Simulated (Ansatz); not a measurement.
**Molecular dynamics of C**

Input:

```yaml
accuracy: low
crystal:
  lattice:
    - [0.0, 3.628535, 3.628535]
    - [3.628535, 0.0, 3.628535]
    - [3.628535, 3.628535, 0.0]
  atoms:
    - { symbol: C, position: [0.0, 0.0, 0.0] }
    - { symbol: C, position: [0.125, 0.125, 0.125] }
    - { symbol: C, position: [0.0, 0.0, 0.5] }
    - { symbol: C, position: [0.125, 0.125, 0.625] }
    - { symbol: C, position: [0.0, 0.5, 0.0] }
    - { symbol: C, position: [0.125, 0.625, 0.125] }
    - { symbol: C, position: [0.0, 0.5, 0.5] }
    - { symbol: C, position: [0.125, 0.625, 0.625] }
    - { symbol: C, position: [0.5, 0.0, 0.0] }
    - { symbol: C, position: [0.625, 0.125, 0.125] }
    - { symbol: C, position: [0.5, 0.0, 0.5] }
    - { symbol: C, position: [0.625, 0.125, 0.625] }
    - { symbol: C, position: [0.5, 0.5, 0.0] }
    - { symbol: C, position: [0.625, 0.625, 0.125] }
    - { symbol: C, position: [0.5, 0.5, 0.5] }
    - { symbol: C, position: [0.625, 0.625, 0.625] }
basis:
  ecutwfc: 420.0
kpoints:
  mp_grid: { grid: [3, 3, 3] }
hamiltonian:
  xc: pbe
scf:
  occupations: { method: fermi_dirac, width: 0.3 }
  lower_state_search: "off"
md:
  timestep: 0.75
  n_steps: 80
  ensemble: nve
  temperature: 7000.0
  initial_velocities: maxwell_boltzmann
  seed: 886626
```

Command:

```bash
$ ansatz run input.yaml --threads 1 --pin off --max-ram 3072MiB --backend cpu --events-out ev --progress --plain --runs-dir out
```

It starts from a structure without forces on its atoms.

Output, in part (one step line in 3):

```
md step     0: t =     0.00 fs  T =  7000.0 K  F+E_penalty+E_count = -4012.58481848 eV  E_kin = 13.572300 eV  conserved = -3999.01251859 eV  (6 SCF iters)
md step     3: t =     2.25 fs  T =  5843.9 K  F+E_penalty+E_count = -4010.32865477 eV  E_kin = 11.330778 eV  conserved = -3998.99787644 eV  (8 SCF iters)
md step     6: t =     4.50 fs  T =  3321.9 K  F+E_penalty+E_count = -4005.40884974 eV  E_kin = 6.440857 eV  conserved = -3998.96799304 eV  (5 SCF iters)
md step     9: t =     6.75 fs  T =  1421.1 K  F+E_penalty+E_count = -4001.70617321 eV  E_kin = 2.755384 eV  conserved = -3998.95078880 eV  (4 SCF iters)
md step    12: t =     9.00 fs  T =  1278.6 K  F+E_penalty+E_count = -4001.43988685 eV  E_kin = 2.479127 eV  conserved = -3998.96075976 eV  (4 SCF iters)
md step    15: t =    11.25 fs  T =  2302.7 K  F+E_penalty+E_count = -4003.44122044 eV  E_kin = 4.464720 eV  conserved = -3998.97650040 eV  (3 SCF iters)
md step    18: t =    13.50 fs  T =  3365.8 K  F+E_penalty+E_count = -4005.51137738 eV  E_kin = 6.525948 eV  conserved = -3998.98542915 eV  (4 SCF iters)
md step    21: t =    15.75 fs  T =  3779.0 K  F+E_penalty+E_count = -4006.31278928 eV  E_kin = 7.327090 eV  conserved = -3998.98569930 eV  (4 SCF iters)
md step    24: t =    18.00 fs  T =  3500.1 K  F+E_penalty+E_count = -4005.76562738 eV  E_kin = 6.786375 eV  conserved = -3998.97925202 eV  (4 SCF iters)
md step    27: t =    20.25 fs  T =  2976.6 K  F+E_penalty+E_count = -4004.74466815 eV  E_kin = 5.771408 eV  conserved = -3998.97326000 eV  (3 SCF iters)
md step    30: t =    22.50 fs  T =  2680.4 K  F+E_penalty+E_count = -4004.16881396 eV  E_kin = 5.196982 eV  conserved = -3998.97183188 eV  (7 SCF iters)
md step    33: t =    24.75 fs  T =  2818.5 K  F+E_penalty+E_count = -4004.43810398 eV  E_kin = 5.464728 eV  conserved = -3998.97337643 eV  (4 SCF iters)
md step    36: t =    27.00 fs  T =  3429.0 K  F+E_penalty+E_count = -4005.62075327 eV  E_kin = 6.648397 eV  conserved = -3998.97235631 eV  (4 SCF iters)
md step    39: t =    29.25 fs  T =  4573.7 K  F+E_penalty+E_count = -4007.85129579 eV  E_kin = 8.867884 eV  conserved = -3998.98341161 eV  (4 SCF iters)
md step    42: t =    31.50 fs  T =  5435.2 K  F+E_penalty+E_count = -4009.54128675 eV  E_kin = 10.538242 eV  conserved = -3999.00304434 eV  (4 SCF iters)
md step    45: t =    33.75 fs  T =  4830.0 K  F+E_penalty+E_count = -4008.35514979 eV  E_kin = 9.364954 eV  conserved = -3998.99019569 eV  (4 SCF iters)
md step    48: t =    36.00 fs  T =  3395.1 K  F+E_penalty+E_count = -4005.55184527 eV  E_kin = 6.582819 eV  conserved = -3998.96902635 eV  (4 SCF iters)
md step    51: t =    38.25 fs  T =  2480.6 K  F+E_penalty+E_count = -4003.77168668 eV  E_kin = 4.809627 eV  conserved = -3998.96205995 eV  (4 SCF iters)
md step    54: t =    40.50 fs  T =  2599.4 K  F+E_penalty+E_count = -4004.00934901 eV  E_kin = 5.039956 eV  conserved = -3998.96939319 eV  (4 SCF iters)
md step    57: t =    42.75 fs  T =  3300.6 K  F+E_penalty+E_count = -4005.37956265 eV  E_kin = 6.399529 eV  conserved = -3998.98003414 eV  (4 SCF iters)
md step    60: t =    45.00 fs  T =  3827.7 K  F+E_penalty+E_count = -4006.41031635 eV  E_kin = 7.421522 eV  conserved = -3998.98879419 eV  (8 SCF iters)
md step    63: t =    47.25 fs  T =  3607.6 K  F+E_penalty+E_count = -4005.98114990 eV  E_kin = 6.994721 eV  conserved = -3998.98642905 eV  (3 SCF iters)
md step    66: t =    49.50 fs  T =  2816.9 K  F+E_penalty+E_count = -4004.43517573 eV  E_kin = 5.461678 eV  conserved = -3998.97349733 eV  (4 SCF iters)
md step    69: t =    51.75 fs  T =  2277.6 K  F+E_penalty+E_count = -4003.38267351 eV  E_kin = 4.415961 eV  conserved = -3998.96671265 eV  (4 SCF iters)
md step    72: t =    54.00 fs  T =  2474.6 K  F+E_penalty+E_count = -4003.76751820 eV  E_kin = 4.798030 eV  conserved = -3998.96948772 eV  (4 SCF iters)
md step    75: t =    56.25 fs  T =  3243.1 K  F+E_penalty+E_count = -4005.26598159 eV  E_kin = 6.287996 eV  conserved = -3998.97798550 eV  (3 SCF iters)
md step    78: t =    58.50 fs  T =  4003.2 K  F+E_penalty+E_count = -4006.74948351 eV  E_kin = 7.761819 eV  conserved = -3998.98766437 eV  (4 SCF iters)
md step    80: t =    60.00 fs  T =  4216.0 K  F+E_penalty+E_count = -4007.16000949 eV  E_kin = 8.174412 eV  conserved = -3998.98559793 eV  (7 SCF iters)
```

All steps were run. The conserved energy stayed within 3.9 meV per atom of its start (net change 1.7 meV per atom), so the integration is sound. The temperature averaged 0.49 of the 7000 K drawn at the start: a run that starts near a minimum puts about half its kinetic energy into the potential. A run of 0.06 ps of so small a system gives no equilibrium averages. Limits of this set-up: coarse k mesh, low accuracy level.

Mean squared displacements from the first frame to the last, about the centre of mass: C 0.02 Å².

Last frame:

```xyz
16
Lattice="0.0000 3.6285 3.6285 3.6285 0.0000 3.6285 3.6285 3.6285 0.0000" Properties=species:S:1:pos:R:3
C -0.184 -0.002 0.135
C 0.957 0.899 1.101
C 1.757 1.807 0.012
C 2.808 2.771 0.876
C 1.819 -0.140 1.858
C 2.665 0.787 2.622
C 3.648 1.849 1.725
C 4.492 2.813 2.694
C 0.047 1.747 1.859
C 0.901 2.745 2.734
C 1.924 3.809 1.756
C 2.677 4.495 2.758
C 1.735 1.769 3.450
C 2.790 2.645 4.542
C 3.592 3.698 3.682
C 4.657 4.594 4.482
```

Time of the run: 6 min on 1 thread of Arm Neoverse V2, with other jobs on the host, peak memory 0.4 GiB.
